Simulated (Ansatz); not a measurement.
**CH3B2Br: basis-set convergence**

One table from this session's results is given with a row withheld; the runs are named, their logs left out.

Program: Ansatz 0.2.0, Gaussian basis. Level of theory: one geometry, several basis sets. These are calculated values, not measurements.

The runs, in order: PBE0-D4/def2-SVP; ωB97M-V/def2-SVP; PBE0-D4/def2-QZVPP; ωB97M-V/def2-QZVPP; the functionals' def2-TZVPP values are taken from earlier runs.

**The geometry**

The geometry comes from an earlier relaxation with PBE0-D4 in a triple-zeta def2 set; it is a stationary point, not always the lowest conformer.

SMILES `BrC1BB1`, 7 atoms, charge 0, spin multiplicity 1.

Atoms are counted from 1 here; the program's logs count them from 0.

Bond lengths: Br1–C2 1.896 Å, C2–B3 1.445 Å, C2–B4 1.604 Å, C2–H5 1.154 Å, B3–B4 1.560 Å, B3–H6 1.178 Å, B4–H7 1.187 Å. Angles: Br1–C2–B3 141.4°, Br1–C2–B4 157.3°, Br1–C2–H5 98.5°, B3–C2–B4 61.3°, B3–C2–H5 120.1°, B4–C2–H5 58.8°, C2–B3–B4 64.4°, C2–B3–H6 140.1°, B4–B3–H6 155.5°, C2–B4–B3 54.3°, C2–B4–H7 136.6°, B3–B4–H7 169.1°.

The first run:

File in.yaml:

```yaml
crystal:
  periodic: [false, false, false]
  atoms:
    - {symbol: Br, position_ang: [-2.218855, -1.008082, -0.537709]}
    - {symbol: C, position_ang: [-0.548366, -0.233603, -0.085796]}
    - {symbol: B, position_ang: [0.110801, 0.489673, 0.976779]}
    - {symbol: B, position_ang: [0.987182, 0.189556, -0.278502]}
    - {symbol: H, position_ang: [0.027711, -0.495603, -1.050379]}
    - {symbol: H, position_ang: [-0.112863, 0.921708, 2.050159]}
    - {symbol: H, position_ang: [1.815688, 0.068452, -1.120253]}
basis:
  gaussian: {orbitals: def2-SVP}
hamiltonian: {xc: pbe0, dispersion: d4}
output: {orbitals: {seedname: orbitals}}
```

The run is started by

```
> ansatz run in.yaml --threads 2 --pin off --events-out ev --progress --plain --max-ram 4352MiB
```

Among the steps run: PBE0-D4 in def2-SVP; ωB97M-V in def2-SVP; PBE0-D4 in def2-QZVPP; ωB97M-V in def2-QZVPP.

One of the session's tables, all rows but one given; the rest of the session is left out.

It belongs to the step «Density functionals: the series». 

```
functional       basis  HOMO (eV)
   PBE0-D4    def2-SVP          ?
   PBE0-D4  def2-TZVPP      -7.81
   PBE0-D4  def2-QZVPP      -7.82
   ωB97M-V    def2-SVP      -9.87
   ωB97M-V  def2-TZVPP      -9.96
   ωB97M-V  def2-QZVPP      -9.96
```

Estimate the missing values for PBE0-D4, def2-SVP.

The run gave: HOMO (eV): -7.74. In the column «HOMO (eV)» it is the highest.
